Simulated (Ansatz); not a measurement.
# Al3GaSb4: the band gap up the ladder of functionals

An exercise on one series of results from a longer session: the logs are not shown, and one member is left open.

The runs shown are made with Ansatz 0.2.0. PAW datasets, plane waves. The cell comes from a prototype generator: it can be a known phase or a hypothetical one. Spin polarisation is off.

## Starting point

The cell was relaxed beforehand with r2SCAN.

The symmetry is P-43m (No. 215, cubic); a = 6.167 Å in the conventional setting, 29.32 Å³ an atom. Around Al lie 4 Sb at 2.67 Å; around Sb lie 1 Ga at 2.67 Å and 3 Al at 2.67 Å; around Ga lie 4 Sb at 2.67 Å.

As a file:

```cif
data_structure
_symmetry_space_group_name_H-M 'P 1'
_symmetry_Int_Tables_number 1
_cell_length_a 6.1673
_cell_length_b 6.1673
_cell_length_c 6.1673
_cell_angle_alpha 90.000
_cell_angle_beta 90.000
_cell_angle_gamma 90.000
_cell_volume 234.57
loop_
_atom_site_label
_atom_site_type_symbol
_atom_site_fract_x
_atom_site_fract_y
_atom_site_fract_z
_atom_site_occupancy
Al1 Al 0.50000 0.00000 0.00000 1
Sb1 Sb 0.74950 0.25050 0.25050 1
Al2 Al 0.00000 0.50000 0.00000 1
Sb2 Sb 0.25050 0.74950 0.25050 1
Al3 Al 0.00000 0.00000 0.50000 1
Sb3 Sb 0.25050 0.25050 0.74950 1
Ga1 Ga 0.50000 0.50000 0.50000 1
Sb4 Sb 0.74950 0.74950 0.74950 1
```

Set-up of the first run:

input.yaml

```yaml
crystal:
  lattice:
    - [6.1672559668, 0.0, 0.0]
    - [0.0, 6.1672559668, 0.0]
    - [0.0, 0.0, 6.1672559668]
  atoms:
    - { symbol: Al, position: [0.5, 0.0, 0.0] }
    - { symbol: Sb, position: [0.7494992813, 0.2505007187, 0.2505007187] }
    - { symbol: Al, position: [0.0, 0.5, 0.0] }
    - { symbol: Sb, position: [0.2505007187, 0.7494992813, 0.2505007187] }
    - { symbol: Al, position: [0.0, 0.0, 0.5] }
    - { symbol: Sb, position: [0.2505007187, 0.2505007187, 0.7494992813] }
    - { symbol: Ga, position: [0.5, 0.5, 0.5] }
    - { symbol: Sb, position: [0.7494992813, 0.7494992813, 0.7494992813] }
kpoints:
  mp_grid: { grid: [4, 4, 4] }
  band_path:
    path:
      - [[0.0, 0.0, 0.0], [-1.340120540226e-51, 0.5, -8.223455500508e-34], [0.5, 0.5, -1.05785906762e-33], [0.0, 0.0, 0.0], [0.5, 0.5, 0.5], [-1.340120540226e-51, 0.5, -8.223455500508e-34]]
      - [[0.5, 0.5, 0.5], [0.5, 0.5, -1.05785906762e-33]]
    npoints: 10
hamiltonian:
  xc: pbe
scf:
  occupations: { method: fermi_dirac, width: 0.02 }
  n_extra_bands: 6
output:
  forces: true
  stress: true
  eigenvalues: true
```

Started as:

```sh
ansatz run input.yaml --threads 4 --pin off --max-ram 6451MiB --backend cpu --events-out ev --progress --plain --runs-dir out
```

Steps of the session up to this table: PBE bands along the symmetry lines; r2SCAN at the same geometry; HSE06 at the same geometry; PBE+SOC at the same geometry; Single point with PBE0.

One of the session's tables, all rows but one given; the rest of the session is left out.

| level | gap (eV) |
| --- | --- |
| PBE | 0.47 |
| r2SCAN | 0.76 |
| HSE06 | ? |
| PBE+SOC | 0.26 |
| PBE0 | 1.79 |

Q: Estimate the row for HSE06 from the others.

**Answer.** gap (eV): 1.14. In the column «gap (eV)» it lies between r2SCAN (0.76) and PBE0 (1.79).

Meshes: PBE 4×4×4, r2SCAN 4×4×4, HSE06 2×2×2, PBE+SOC 4×4×4, PBE0 2×2×2

PBE reaches 41 % of the HSE06 value, and r2SCAN 67 %. PBE0 lies 0.65 eV above HSE06, which differs from it by screening the long-range exchange.

Caveats from the session: Warnings in the runs' records: stress scf threshold loose, stress exchange threshold loose.
